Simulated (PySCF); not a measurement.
# O4Ru (RuO4): the cost of one run

Programs: PySCF 2.14.0, with routines of our own; each step states its level. All values are computed. Atoms count from 0.

4 further runs of the same task are left out: 4 for a known fault of the program.

## Step 1: The system as given

5 atoms, charge 0, multiplicity 1; geometry from: GFN2-xTB.

## Step 2: Relaxing the molecule at PBE0-D3(BJ)/def2-SVP

Job settings and geometry (Å):

```
{"job": {"xc": "PBE0", "basis": "def2-SVP", "d3": "d3bj", "grid": 1, "maxiter": 30, "shake": 0.03, "kind": "geom"}, "charge": 0, "multiplicity": 1}
Ru     0.061270    -0.076580     0.012710
O     -0.007080    -0.030550     1.597480
O      1.448130     0.002740    -0.570080
O     -0.663410     1.319670    -0.526630
O     -0.764070    -1.325760    -0.575600
```

Run with:

```console
$ OMP_NUM_THREADS=1 python heavy_run.py task.json out
```

This one command runs all jobs of the session in turn.

Q: Estimate the wall time and peak memory of this first job on 1 thread of Arm Neoverse V1, shared host.

About 17 s, with a peak of 0.34 GiB.
